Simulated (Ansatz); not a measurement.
# CH9BSi2: small, medium and large basis sets

The task here is to estimate one member of a computed series from the others.

Method: one geometry, several basis sets; program: Ansatz 0.2.0, Gaussian basis.

Plan: PBE0-D4/def2-SVP; ωB97M-V/def2-SVP; PBE0-D4/def2-QZVPP; ωB97M-V/def2-QZVPP; CCSD(T)/cc-pV(D+d)Z; CCSD(T)/cc-pV(T+d)Z; CCSD(T)/cc-pV(Q+d)Z; the functionals' def2-TZVPP values are taken from earlier runs.

### The geometry

The geometry comes from an earlier relaxation with PBE0-D4 in a triple-zeta def2 set; it is a stationary point, not always the lowest conformer.

SMILES `CB([SiH3])[SiH3]`, 13 atoms, charge 0, spin multiplicity 1.

Atoms are counted from 1 here; the program's logs count them from 0.

Bond lengths: C1–B2 1.554 Å, C1–H5 1.093 Å, C1–H6 1.092 Å, C1–H7 1.106 Å, B2–Si3 2.018 Å, B2–Si4 2.018 Å, Si3–H8 1.489 Å, Si3–H9 1.491 Å, Si3–H10 1.495 Å, Si4–H11 1.491 Å, Si4–H12 1.494 Å, Si4–H13 1.491 Å. Angles: B2–C1–H5 115.9°, B2–C1–H6 115.8°, B2–C1–H7 102.4°, H5–C1–H6 110.2°, H5–C1–H7 105.4°, H6–C1–H7 105.7°, C1–B2–Si3 120.5°, C1–B2–Si4 122.0°, Si3–B2–Si4 117.4°, B2–Si3–H8 113.7°, B2–Si3–H9 113.5°, B2–Si3–H10 105.8°, H8–Si3–H9 108.5°, H8–Si3–H10 107.3°, H9–Si3–H10 107.5°, B2–Si4–H11 114.6°, B2–Si4–H12 107.2°, B2–Si4–H13 111.5° and more.

The first run:

File in.yaml:

```yaml
crystal:
  periodic: [false, false, false]
  atoms:
    - {symbol: C, position_ang: [-0.711473, 1.438559, -0.724423]}
    - {symbol: B, position_ang: [-0.054846, 0.166708, -0.118819]}
    - {symbol: Si, position_ang: [1.160357, 0.305672, 1.486571]}
    - {symbol: Si, position_ang: [-0.439676, -1.680318, -0.835583]}
    - {symbol: H, position_ang: [-0.206783, 2.384048, -0.511790]}
    - {symbol: H, position_ang: [-0.972825, 1.379387, -1.783293]}
    - {symbol: H, position_ang: [-1.673820, 1.490381, -0.181273]}
    - {symbol: H, position_ang: [1.113412, -0.885541, 2.379302]}
    - {symbol: H, position_ang: [0.919558, 1.524427, 2.311819]}
    - {symbol: H, position_ang: [2.548837, 0.398566, 0.940077]}
    - {symbol: H, position_ang: [-1.018545, -1.704780, -2.209499]}
    - {symbol: H, position_ang: [-1.425696, -2.317252, 0.088923]}
    - {symbol: H, position_ang: [0.781802, -2.534655, -0.827313]}
basis:
  gaussian: {orbitals: def2-SVP}
hamiltonian: {xc: pbe0, dispersion: d4}
output: {orbitals: {seedname: orbitals}}
```

Launch:

```
ansatz run in.yaml --threads 2 --pin off --events-out ev --progress --plain --max-ram 22528MiB --backend cpu
```

Among the steps run: PBE0-D4 in def2-SVP; ωB97M-V in def2-SVP; PBE0-D4 in def2-QZVPP; ωB97M-V in def2-QZVPP.

One of the session's tables, all rows but one given; the rest of the session is left out.

| functional | basis | HOMO (eV) | LUMO (eV) |
| --- | --- | --- | --- |
| PBE0-D4 | def2-SVP | -7.47 | -2.25 |
| PBE0-D4 | def2-TZVPP | -7.45 | -2.28 |
| PBE0-D4 | def2-QZVPP | -7.45 | -2.29 |
| ωB97M-V | def2-SVP | -9.52 | -0.22 |
| ωB97M-V | def2-TZVPP | -9.53 | -0.30 |
| ωB97M-V | def2-QZVPP | ? | ? |

**Question.** Estimate the row for ωB97M-V, def2-QZVPP.

As computed: HOMO (eV): -9.53; LUMO (eV): -0.32.
